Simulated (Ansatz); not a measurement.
**CH5O2Si radical: basis-set convergence**

The task here is to estimate one member of a computed series from the others.

Program: Ansatz 0.2.0, Gaussian basis. Level of theory: one geometry, several basis sets. These are calculated values, not measurements.

Plan: PBE0-D4/def2-SVP; ωB97M-V/def2-SVP; PBE0-D4/def2-QZVPP; ωB97M-V/def2-QZVPP; the functionals' def2-TZVPP values are taken from earlier runs.

### The relaxed structure

The geometry comes from an earlier relaxation with PBE0-D4 in a triple-zeta def2 set; it is a stationary point, not always the lowest conformer.

SMILES `[CH2][SiH](O)O`, 9 atoms, charge 0, spin multiplicity 2.

Atoms are counted from 1 here; the program's logs count them from 0.

Bond lengths: C1–Si2 1.833 Å, C1–H5 1.085 Å, C1–H6 1.086 Å, Si2–O3 1.645 Å, Si2–O4 1.645 Å, Si2–H7 1.484 Å, O3–H8 0.959 Å, O4–H9 0.958 Å. Angles: Si2–C1–H5 122.5°, Si2–C1–H6 122.4°, H5–C1–H6 115.0°, C1–Si2–O3 112.3°, C1–Si2–O4 104.6°, C1–Si2–H7 113.5°, O3–Si2–O4 113.1°, O3–Si2–H7 102.7°, O4–Si2–H7 110.8°, Si2–O3–H8 117.0°, Si2–O4–H9 117.1°.

Set-up of the first run:

Input file in.yaml:

```yaml
crystal:
  periodic: [false, false, false]
  atoms:
    - {symbol: C, position_ang: [-0.866974, 0.256122, -1.165744]}
    - {symbol: Si, position_ang: [0.239482, 0.271821, 0.295047]}
    - {symbol: O, position_ang: [1.696900, -0.424169, -0.018386]}
    - {symbol: O, position_ang: [-0.609566, -0.508074, 1.468263]}
    - {symbol: H, position_ang: [-1.899926, -0.072422, -1.111062]}
    - {symbol: H, position_ang: [-0.548505, 0.610492, -2.141424]}
    - {symbol: H, position_ang: [0.617381, 1.636953, 0.736083]}
    - {symbol: H, position_ang: [1.685648, -1.292000, -0.425974]}
    - {symbol: H, position_ang: [-0.225940, -0.525021, 2.346096]}
basis:
  gaussian: {orbitals: def2-SVP}
magnetization: {spin_polarized: true, initial_magnetization: 1}
hamiltonian: {xc: pbe0, dispersion: d4}
output: {orbitals: {seedname: orbitals}}
```

Command:

```console
> ansatz run in.yaml --threads 4 --pin off --events-out ev --progress --plain --max-ram 10444MiB
```

Steps of the session up to this table: PBE0-D4 in def2-SVP; ωB97M-V in def2-SVP; PBE0-D4 in def2-QZVPP; ωB97M-V in def2-QZVPP.

One of the session's tables, all rows but one given; the rest of the session is left out.

It belongs to the step «Functionals by basis». 

```
functional       basis  HOMO (eV)  LUMO (eV)
   PBE0-D4    def2-SVP      -7.06      -2.17
   PBE0-D4  def2-TZVPP      -7.18      -2.43
   PBE0-D4  def2-QZVPP      -7.21      -2.48
   ωB97M-V    def2-SVP          ?          ?
   ωB97M-V  def2-TZVPP      -9.22      -0.59
   ωB97M-V  def2-QZVPP      -9.25      -0.69
```

Q: Estimate the row for ωB97M-V, def2-SVP from the others.

As computed: HOMO (eV): -9.10; LUMO (eV): -0.17. In the column «HOMO (eV)» it lies between ωB97M-V, def2-TZVPP (-9.22) and PBE0-D4, def2-QZVPP (-7.21).
